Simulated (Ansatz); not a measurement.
# AlFH5NSi: up Jacob's ladder to CCSD(T)

The task here is to estimate one member of a computed series from the others.

Method: functionals in def2-TZVPP, the program's frozen cores in correlated methods; program: Ansatz 0.2.0, Gaussian basis.

Plan: LDA (SPW92), PBE-D4, revPBE-D4, BLYP-D4, r2SCAN-D4, B97M-V, PBE0-D4, B3LYP-D4, r2SCANh-D4, r2SCAN0-D4, HSE06-D4, BHLYP-D4, CAM-B3LYP-D4, LC-ωPBE, ωB97X-V, ωB97M-V, B2PLYP, PBE-QIDH; CCSD(T)/def2-SVP; CCSD(T)/def2-TZVPP; MP2/def2-QZVPP; extrapolation to the limit; RPA on PBE.

## The geometry

An earlier PBE0-D4 in a triple-zeta def2 set relaxation fixed the geometry.

SMILES `F[SiH2][NH][AlH2]`, 9 atoms, charge 0, spin multiplicity 1.

Atoms are counted from 1 here; the program's logs count them from 0.

Bond lengths: F1–Si2 1.603 Å, Si2–N3 1.707 Å, Si2–H5 1.482 Å, Si2–H6 1.480 Å, N3–Al4 1.790 Å, N3–H7 1.013 Å, Al4–H8 1.581 Å, Al4–H9 1.579 Å. Angles: F1–Si2–N3 112.0°, F1–Si2–H5 105.5°, F1–Si2–H6 107.0°, N3–Si2–H5 111.3°, N3–Si2–H6 108.3°, H5–Si2–H6 112.7°, Si2–N3–Al4 128.8°, Si2–N3–H7 114.9°, Al4–N3–H7 116.4°, N3–Al4–H8 117.4°, N3–Al4–H9 117.5°, H8–Al4–H9 125.1°.

The first run:

Contents of in.yaml:

```yaml
crystal:
  periodic: [false, false, false]
  atoms:
    - {symbol: F, position_ang: [-1.183527, 1.367000, -1.708181]}
    - {symbol: Si, position_ang: [0.076642, 1.161073, -0.739337]}
    - {symbol: N, position_ang: [0.300464, -0.478427, -0.321192]}
    - {symbol: Al, position_ang: [-0.169839, -1.324869, 1.183734]}
    - {symbol: H, position_ang: [1.241075, 1.690078, -1.488132]}
    - {symbol: H, position_ang: [-0.200740, 1.922836, 0.498968]}
    - {symbol: H, position_ang: [0.732644, -1.045894, -1.039961]}
    - {symbol: H, position_ang: [0.153624, -2.869628, 1.281355]}
    - {symbol: H, position_ang: [-0.861744, -0.468569, 2.315444]}
basis:
  gaussian: {orbitals: def2-TZVPP}
hamiltonian: {xc: lda}
output: {orbitals: {seedname: orbitals}}
```

Command:

```console
$ ansatz run in.yaml --threads 2 --pin off --events-out ev --progress --plain --max-ram 4352MiB
```

Among the steps run: LDA; PBE-D4 (GGA); revPBE-D4 (GGA); BLYP-D4 (GGA); r2SCAN-D4 (meta-GGA); B97M-V (meta-GGA); B3LYP-D4 (hybrid); r2SCANh-D4 (hybrid); r2SCAN0-D4 (hybrid); HSE06-D4 (hybrid); BHLYP-D4 (hybrid); CAM-B3LYP-D4 (range-separated); LC-ωPBE (range-separated); ωB97X-V (range-separated); ωB97M-V (range-separated); B2PLYP (double hybrid); PBE-QIDH (double hybrid).

One table of the session follows, with a row left open; its other results are not shown here.

It belongs to the step «Orbital energies across the functionals». 

```
  functional  HOMO (eV)  gap (eV)
 LDA (SPW92)      -7.31      5.17
      PBE-D4      -7.12      5.21
   revPBE-D4      -7.05      5.25
     BLYP-D4          ?         ?
   r2SCAN-D4      -7.41      5.86
      B97M-V      -7.52      5.70
     PBE0-D4      -8.46      7.32
    B3LYP-D4      -8.20      6.85
  r2SCANh-D4      -7.91      6.62
  r2SCAN0-D4      -8.67      7.75
    HSE06-D4      -8.05      6.55
    BHLYP-D4      -9.69      9.31
CAM-B3LYP-D4      -9.86      9.63
     LC-ωPBE     -11.30     12.16
     ωB97X-V     -10.91     11.66
     ωB97M-V     -10.82     11.27
```

**Question.** Estimate the row for BLYP-D4.

Worked estimate for «HOMO (eV)». Against the share of exact exchange, B3LYP-D4 (0.2, -8.20), BHLYP-D4 (0.5, -9.69) give a slope of -4.97 per unit share; at 0 the line stands at -7.21.

The run gave: HOMO (eV): -6.97; gap (eV): 5.17. In «HOMO (eV)» the line misses by -0.24.
